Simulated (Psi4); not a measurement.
**C8H6BF3Se (SMILES CC#CB1C=CC=C(C(F)(F)F)[Se]1): SCAN/pcSseg-1 (density fitting with def2-universal-jkfit)**

Aim: the energy change on altering one bond length of C8H6BF3Se at SCAN/pcSseg-1 (density fitting with def2-universal-jkfit), from 2 runs. 

The results are computed with Psi4 1.11.

4 further runs of the same task are left out: 3 for a known fault of the program, 1 set aside as unsound or not needed.

## 1. Starting point

C8H6BF3Se has 19 atoms, charge 0, and is taken as a singlet. SMILES: `CC#CB1C=CC=C(C(F)(F)F)[Se]1`. Geometry: a GFN2-xTB relaxation, a rough one for these elements and not checked as a minimum.

Some bond lengths: C1–C2 1.443 Å, C2–C3 1.209 Å, C3–B4 1.501 Å, B4–C5 1.523 Å, C5–C6 1.360 Å, C6–C7 1.419 Å, C7–C8 1.357 Å, C8–C9 1.497 Å, C9–F10 1.342 Å, C9–F11 1.348 Å, C9–F12 1.342 Å, B4–Se13 1.927 Å, C8–Se13 1.864 Å, C1–H14 1.090 Å, C1–H15 1.090 Å, C1–H16 1.090 Å. Some angles: C1–C2–C3 179.8°, C2–C3–B4 179.1°, C3–B4–C5 122.2°, C3–B4–Se13 118.5°, C5–B4–Se13 119.3°, B4–C5–C6 125.5°, C5–C6–C7 125.0°, C6–C7–C8 125.4°, C7–C8–C9 118.9°, C7–C8–Se13 126.5°.

## 2. The energy at SCAN/pcSseg-1 (density fitting with def2-universal-jkfit)

Input file c8h6bf3se.xyz:

```xyz
19
C8H6BF3Se
C     -4.691370     0.539980     0.007390
C     -3.265670     0.318170    -0.005360
C     -2.071410     0.132400    -0.011400
B     -0.592080    -0.120970    -0.016380
C     -0.009070    -1.527790    -0.007130
C      1.316260    -1.833670    -0.003080
C      2.371230    -0.884390    -0.009600
C      2.215590     0.463920    -0.031270
C      3.433200     1.334320     0.000980
F      4.453100     0.840000    -0.718430
F      3.908390     1.497310     1.251970
F      3.194080     2.567540    -0.470330
Se     0.600050     1.392940    -0.033100
H     -4.930800     1.477850    -0.493630
H     -5.044170     0.591640     1.037610
H     -5.204180    -0.277700    -0.499210
H     -0.692390    -2.369090    -0.000920
H      1.626540    -2.871230     0.006930
H      3.382720    -1.271230    -0.005040
```

Input file run.py:

```python
import psi4

psi4.set_memory(3300000000)
psi4.set_num_threads(1)
psi4.set_output_file('c8h6bf3se.out', False)

with open('c8h6bf3se.xyz') as f:
    atoms = ''.join(f.readlines()[2:])
molecule = psi4.geometry('0 1\n' + atoms + 'no_reorient\nno_com')

psi4.set_options({
    'basis': 'pcSseg-1',
    'reference': 'rks',
    'df_basis_scf': 'def2-universal-jkfit',
})

e = psi4.energy("SCAN", molecule=molecule)
print(f'SCAN energy: {e:.10f} Eh')
```

The run is started by

```bash
$ python run.py
```

c8h6bf3se.out (excerpt; [...] marks lines left out):

```text
[...]
  Running in c1 symmetry.
[...]
  Nuclear repulsion = 1080.477693257211286
[...]
  Multiplicity = 1
[...]
  Nalpha       = 60
  Nbeta        = 60
[...]
    Number of basis functions: 275
[...]
   @DF-RKS iter   1: -3032.69378066550871   -1.56573e+00   9.53986e-03 ADIIS/DIIS
[...]
   @DF-RKS iter  11: -3034.10295634104750   -3.95174e-07   8.05594e-07 DIIS
[...]
    Orbital Energies [Eh]
    ---------------------
    Doubly Occupied:
       1A   -453.175490     2A    -57.943596     3A    -51.953275
       4A    -51.950655     5A    -51.950603     6A    -24.524189
       7A    -24.523595     8A    -24.516900     9A    -10.291573
      10A    -10.095760    11A    -10.066157    12A    -10.062689
      13A    -10.058301    14A    -10.039267    15A    -10.032815
      16A    -10.005772    17A     -7.762623    18A     -6.652246
      19A     -5.699761    20A     -5.692215    21A     -5.691406
      22A     -2.037769    23A     -2.036037    24A     -2.034732
      25A     -2.029764    26A     -2.029516    27A     -1.287555
      28A     -1.200357    29A     -1.193775    30A     -0.831809
      31A     -0.763647    32A     -0.758796    33A     -0.705531
      34A     -0.679438    35A     -0.674138    36A     -0.604875
[...]
  @DF-RKS Final Energy: -3034.10295634104750
   => Energetics <=
    Nuclear Repulsion Energy =           1080.4776932572112855
    One-Electron Energy =               -6360.5003964220086345
    Two-Electron Energy =                2414.2789202612475492
    DFT Exchange-Correlation Energy =    -168.3591734374977307
    Empirical Dispersion Energy =           0.0000000000000000
    VV10 Nonlocal Energy =                  0.0000000000000000
    Total Energy =                      -3034.1029563410475021
[...]
 Multipole Moments:
 ------------------------------------------------------------------------------------
     Multipole            Electronic (a.u.)      Nuclear  (a.u.)        Total (a.u.)
 ------------------------------------------------------------------------------------
 L = 1.  Multiply by 2.5417464519 to convert [e a0] to [Debye]
 Dipole X            :       -202.1749128          201.0133994           -1.1615134
 Dipole Y            :       -147.0877779          146.3340417           -0.7537362
 Dipole Z            :          1.7774181           -1.7942761           -0.0168580
 Magnitude           :                                                    1.3847440
[...]
```

On the terminal:

```text
SCAN energy: -3034.1029563410 Eh
```

Run time: 2.4 min. Hardware: 1 thread of Intel Xeon Platinum 8259CL at 2.50GHz (Skylake/Cascade Lake), shared host; peak memory 2.2 GiB.

## 3. The distorted shape at the same level

Input file calc.inp:

```
memory 3.3 GB

molecule molecule1 {
  0 1
  C     -9.22457902     0.89721740    -0.93160096
  C     -6.53039649     0.47805725    -0.95569497
  C     -4.27357217     0.12700282    -0.96710892
  B     -1.47804362    -0.35179708    -0.97651975
  C     -0.37631439    -3.01030159    -0.95903979
  C      2.12819633    -3.58833102    -0.95138640
  C      4.12180070    -1.79445180    -0.96370741
  C      3.82768373     0.75348483    -1.00465778
  C      6.12863316     2.39830245    -0.94371411
  F      8.05596483     1.46417303    -2.30320198
  F      7.38578669     2.82950582     2.36588042
  F      5.67676184     4.72875050    -1.83436093
  Se     0.77475559     2.50907819    -1.00811598
  H     -9.67703615     2.66953484    -1.87839155
  H     -9.89127440     0.99484065     1.01523268
  H    -10.19364948    -0.64797386    -1.88893622
  H     -1.66760205    -4.60012818    -0.94730459
  H      2.71454056    -5.54903526    -0.93247024
  H      6.03323978    -2.52547346    -0.95509026
  units au
  no_reorient
  no_com
}

set basis pcSseg-1
set reference rks
set df_basis_scf def2-universal-jkfit

energy_value = energy('scan')
```

The run is started by

```bash
$ psi4 -i calc.inp -o calc.out -n 1
```

calc.out (excerpt; [...] marks lines left out):

```text
[...]
  Running in c1 symmetry.
[...]
  Nuclear repulsion = 1058.305922922893615
[...]
  Multiplicity = 1
[...]
  Nalpha       = 60
  Nbeta        = 60
[...]
    Number of basis functions: 275
[...]
   @DF-RKS iter   1: -3032.58878073569167   -1.84654e+00   9.58633e-03 DIIS/ADIIS
[...]
   @DF-RKS iter  13: -3034.03147384565909   -3.28189e-07   9.97877e-07 DIIS
[...]
    Orbital Energies [Eh]
    ---------------------
    Doubly Occupied:
       1A   -453.185374     2A    -57.953471     3A    -51.963230
       4A    -51.960478     5A    -51.960461     6A    -24.556425
       7A    -24.555833     8A    -24.416989     9A    -10.306614
      10A    -10.113651    11A    -10.081588    12A    -10.073654
      13A    -10.063834    14A    -10.047793    15A    -10.046753
      16A    -10.013530    17A     -7.772481    18A     -6.663032
      19A     -5.709829    20A     -5.702005    21A     -5.701105
      22A     -2.047777    23A     -2.046004    24A     -2.044633
      25A     -2.039474    26A     -2.039213    27A     -1.284527
      28A     -1.222416    29A     -1.035053    30A     -0.844598
      31A     -0.771609    32A     -0.769760    33A     -0.715690
      34A     -0.687589    35A     -0.683832    36A     -0.610054
[...]
  @DF-RKS Final Energy: -3034.03147384565909
   => Energetics <=
    Nuclear Repulsion Energy =           1058.3059229228936147
    One-Electron Energy =               -6316.0487153626727377
    Two-Electron Energy =                2391.8869343965225198
    DFT Exchange-Correlation Energy =    -168.1756158024024899
    Empirical Dispersion Energy =           0.0000000000000000
    VV10 Nonlocal Energy =                  0.0000000000000000
    Total Energy =                      -3034.0314738456590931
[...]
 Multipole Moments:
 ------------------------------------------------------------------------------------
     Multipole            Electronic (a.u.)      Nuclear  (a.u.)        Total (a.u.)
 ------------------------------------------------------------------------------------
 L = 1.  Multiply by 2.5417464519 to convert [e a0] to [Debye]
 Dipole X            :       -163.0237617          161.1450216           -1.8787402
 Dipole Y            :       -133.7490027          132.6591840           -1.0898187
 Dipole Z            :        105.8997253         -106.7521067           -0.8523814
 Magnitude           :                                                    2.3332217
[...]
```

It took 2.9 min on 1 thread of Intel Xeon Platinum 8259CL at 2.50GHz (Skylake/Cascade Lake), shared host; peak memory 2.2 GiB.

## 4. Outcome

At SCAN/pcSseg-1 (density fitting with def2-universal-jkfit):

```
                                                          quantity           value
                                         first shape: total energy  -3034.10296 Eh
                                        first shape: dipole moment          3.52 D
                                          first shape: HOMO energy        -6.26 eV
                                          first shape: LUMO energy        -3.07 eV
                                        first shape: HOMO–LUMO gap         3.20 eV
                                     distorted shape: total energy  -3034.03147 Eh
                                    distorted shape: dipole moment          5.93 D
                                      distorted shape: HOMO energy        -6.54 eV
                                      distorted shape: LUMO energy        -3.91 eV
                                    distorted shape: HOMO–LUMO gap         2.63 eV
energy change with the C9–F11 bond stretched from 1.348 to 1.887 Å        1.945 eV
```

**Reading.** With the C9–F11 bond stretched from 1.348 to 1.887 Å the energy rises by 1.95 eV (188 kJ/mol). The first shape isn't relaxed at this level, so the change isn't measured from a minimum.
